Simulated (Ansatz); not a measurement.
# Alloy of SrTiO3 and CaTiO3 (1 of 8 Sr sites exchanged), 40 atoms

Aim: relax the alloy cell and compare the gap by PBEsol, HSE06 and r²SCAN.

Program: Ansatz 0.2.0, PAW, plane waves. These are calculated values, not measurements.

## 1. The starting cell

40 atoms (7 Sr, 1 Ca, 8 Ti, 24 O); a = 7.771 Å, b = 7.771 Å, c = 7.771 Å, α = 90.00°, β = 90.00°, γ = 90.00°. All atoms were shaken off their sites by about 0.02 Å along each axis.

Plan of the steps: (2) PBEsol cell relaxation at the single k point (¼, ¼, ¼), on 1 × NVIDIA GB300 Max-Q with 8 threads of Arm Neoverse-V2; (3) HSE06 single point at the Γ point alone, on 1 × NVIDIA GB300 Max-Q with 8 threads of Arm Neoverse-V2; (4) r²SCAN single point at the Γ point alone, on 1 × NVIDIA GB300 Max-Q with 8 threads of Arm Neoverse-V2.

## 2. PBEsol relaxation of the cell and the positions

Contents of in.yaml:

```yaml
crystal:
  lattice:
    - [7.770796, 0.000000, 0.000000]
    - [0.000000, 7.770796, 0.000000]
    - [0.000000, 0.000000, 7.770796]
  atoms:
    - { symbol: Sr, position: [0.004820, 0.003074, 0.000310] }
    - { symbol: Sr, position: [0.997503, 0.498067, 0.004041] }
    - { symbol: Sr, position: [0.997062, 0.499078, 0.497906] }
    - { symbol: Sr, position: [0.498990, 0.000601, 0.003147] }
    - { symbol: Sr, position: [0.499541, 0.998443, 0.499283] }
    - { symbol: Sr, position: [0.496997, 0.500893, 0.002230] }
    - { symbol: Sr, position: [0.500582, 0.497548, 0.502987] }
    - { symbol: Ca, position: [0.001046, 0.999310, 0.503888] }
    - { symbol: Ti, position: [0.248781, 0.249519, 0.249067] }
    - { symbol: Ti, position: [0.251265, 0.250434, 0.748404] }
    - { symbol: Ti, position: [0.249771, 0.751893, 0.252552] }
    - { symbol: Ti, position: [0.249021, 0.749178, 0.752582] }
    - { symbol: Ti, position: [0.752700, 0.249903, 0.253061] }
    - { symbol: Ti, position: [0.748092, 0.254176, 0.749581] }
    - { symbol: Ti, position: [0.754556, 0.753064, 0.249786] }
    - { symbol: Ti, position: [0.748139, 0.750380, 0.749272] }
    - { symbol: O, position: [0.251180, 0.254777, 0.999578] }
    - { symbol: O, position: [0.249068, 0.247591, 0.501152] }
    - { symbol: O, position: [0.246115, 0.749379, 0.999961] }
    - { symbol: O, position: [0.249976, 0.750400, 0.497101] }
    - { symbol: O, position: [0.752957, 0.249915, 0.998849] }
    - { symbol: O, position: [0.746440, 0.251538, 0.502507] }
    - { symbol: O, position: [0.750149, 0.748875, 0.997924] }
    - { symbol: O, position: [0.745404, 0.752334, 0.499912] }
    - { symbol: O, position: [0.999766, 0.250990, 0.249992] }
    - { symbol: O, position: [0.993001, 0.250665, 0.753464] }
    - { symbol: O, position: [0.997604, 0.747543, 0.248461] }
    - { symbol: O, position: [0.000782, 0.755573, 0.746998] }
    - { symbol: O, position: [0.499970, 0.249372, 0.246444] }
    - { symbol: O, position: [0.501341, 0.246276, 0.748160] }
    - { symbol: O, position: [0.499838, 0.751648, 0.247658] }
    - { symbol: O, position: [0.505114, 0.749536, 0.745759] }
    - { symbol: O, position: [0.254468, 0.001929, 0.250311] }
    - { symbol: O, position: [0.250768, 0.997938, 0.748351] }
    - { symbol: O, position: [0.249242, 0.501194, 0.249852] }
    - { symbol: O, position: [0.251360, 0.498242, 0.749006] }
    - { symbol: O, position: [0.748610, 0.998631, 0.250498] }
    - { symbol: O, position: [0.753828, 0.996930, 0.751314] }
    - { symbol: O, position: [0.749792, 0.495774, 0.250568] }
    - { symbol: O, position: [0.746474, 0.497828, 0.749953] }
  symmetry: { detect: false }
kpoints:
  mp_grid: { grid: [1, 1, 1], shift: [0.25, 0.25, 0.25] }
hamiltonian:
  xc: pbesol
scf:
  occupations: { method: fermi_dirac, width: 0.01 }
relax:
  f_tol: 0.03
  max_steps: 80
  escape_saddle: false
  adjacent_minimum: "off"
  cell: { fix: [shape] }
output:
  forces: true
  eigenvalues: true
  populations: true
```

Command:

```console
$ ansatz run in.yaml --threads 8 --pin off --max-ram 118750MiB --runs-dir r --events-out ev --progress --plain --backend cuda --devices 0,
```

Further steps of the session: HSE06 on the final geometry; Single point with r²SCAN.

Q: Predict the outcome of this session. Wanted: for each run, top filled to lowest empty.

**Answer**, as computed:

```
             level         time   k points  top filled to lowest empty (eV)
PBEsol, relaxation   11 s (GPU)  (¼, ¼, ¼)                             3.00
             HSE06  8.3 s (GPU)          Γ                             3.59
            r²SCAN  2.8 s (GPU)          Γ                             2.48
```

| quantity | value |
| --- | --- |
| relaxation | 11 recorded steps, 0.47 eV gained |
| largest shift | 0.28 Å (O25) |
| relaxed cell | a = 7.772 Å, b = 7.772 Å, c = 7.772 Å, α = 90.00°, β = 90.00°, γ = 90.00° |
| mean bonds | Ca–O 2.511, O–Sr 2.756, O–Ti 1.956 Å |

**In words.** Relaxation gains 0.47 eV, with shifts up to 0.28 Å (O25), while the volume changes by +0.1 %. The mean lengths of the listed bonds run from O–Ti 1.96 Å to O–Sr 2.76 Å. At the same k points, r²SCAN gives a spacing 1.11 eV smaller than the 3.59 eV of HSE06. Rows on different k points differ by sampling as well as by level. Exact exchange costs time: HSE06 ran about 3 times as long as r²SCAN on the same kind of device. With one k point the spacing samples only the states that fold onto it, so it can exceed the gap over the zone.
